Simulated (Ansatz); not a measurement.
**C₂H₉PSi: small, medium and large basis sets**

The task here is to estimate one member of a computed series from the others.

Computed with Ansatz 0.2.0, Gaussian basis. Level: one geometry, several basis sets.

Plan: PBE0-D4/def2-SVP; ωB97M-V/def2-SVP; PBE0-D4/def2-QZVPP; ωB97M-V/def2-QZVPP; the functionals' def2-TZVPP values are taken from earlier runs.

## The geometry

An earlier PBE0-D4 in a triple-zeta def2 set relaxation fixed the geometry.

13 atoms, charge 0, spin multiplicity 1.

Atoms are counted from 1 here; the program's logs count them from 0.

Bond lengths: C1–C2 1.526 Å, C1–H5 1.093 Å, C1–H6 1.093 Å, C1–H7 1.093 Å, C2–Si3 1.877 Å, C2–H8 1.095 Å, C2–H9 1.096 Å, Si3–P4 2.260 Å, Si3–H10 1.491 Å, Si3–H11 1.489 Å, P4–H12 1.420 Å, P4–H13 1.421 Å. Angles: C2–C1–H5 111.5°, C2–C1–H6 111.5°, C2–C1–H7 111.5°, H5–C1–H6 107.3°, H5–C1–H7 107.5°, H6–C1–H7 107.4°, C1–C2–Si3 113.8°, C1–C2–H8 110.5°, C1–C2–H9 110.4°, Si3–C2–H8 108.0°, Si3–C2–H9 107.6°, H8–C2–H9 106.1°, C2–Si3–P4 109.4°, C2–Si3–H10 109.9°, C2–Si3–H11 110.5°, P4–Si3–H10 112.0°, P4–Si3–H11 106.7°, H10–Si3–H11 108.2° and more.

Set-up of the first run:

Contents of in.yaml:

```yaml
crystal:
  periodic: [false, false, false]
  atoms:
    - {symbol: C, position_ang: [-1.211635, 0.156082, 1.196526]}
    - {symbol: C, position_ang: [-0.148229, -0.869231, 0.815269]}
    - {symbol: Si, position_ang: [1.122552, -0.223806, -0.406717]}
    - {symbol: P, position_ang: [0.082851, 0.395658, -2.315295]}
    - {symbol: H, position_ang: [-1.911062, -0.246754, 1.933214]}
    - {symbol: H, position_ang: [-1.798166, 0.466556, 0.327766]}
    - {symbol: H, position_ang: [-0.763926, 1.056123, 1.626436]}
    - {symbol: H, position_ang: [-0.613334, -1.760584, 0.381151]}
    - {symbol: H, position_ang: [0.391322, -1.210177, 1.705821]}
    - {symbol: H, position_ang: [1.887533, 0.901274, 0.202539]}
    - {symbol: H, position_ang: [2.087003, -1.297851, -0.773884]}
    - {symbol: H, position_ang: [1.257613, 0.957111, -2.883100]}
    - {symbol: H, position_ang: [-0.362022, 1.640802, -1.794923]}
basis:
  gaussian: {orbitals: def2-SVP}
hamiltonian: {xc: pbe0, dispersion: d4}
output: {orbitals: {seedname: orbitals}}
```

Steps of the session up to this table: PBE0-D4 in def2-SVP; ωB97M-V in def2-SVP; PBE0-D4 in def2-QZVPP; ωB97M-V in def2-QZVPP.

One table of the session follows, with a row left open; its other results are not shown here.

It belongs to the step «Functionals by basis». 

| functional | basis | HOMO (eV) | LUMO (eV) |
| --- | --- | --- | --- |
| PBE0-D4 | def2-SVP | -7.33 | 0.76 |
| PBE0-D4 | def2-TZVPP | -7.38 | 0.36 |
| PBE0-D4 | def2-QZVPP | ? | ? |
| ωB97M-V | def2-SVP | -9.41 | 2.63 |
| ωB97M-V | def2-TZVPP | -9.49 | 2.05 |
| ωB97M-V | def2-QZVPP | -9.50 | 1.59 |

Q: Estimate the row for PBE0-D4, def2-QZVPP from the others.

As computed: HOMO (eV): -7.40; LUMO (eV): 0.18. In the column «HOMO (eV)» it lies between ωB97M-V, def2-SVP (-9.41) and PBE0-D4, def2-TZVPP (-7.38).
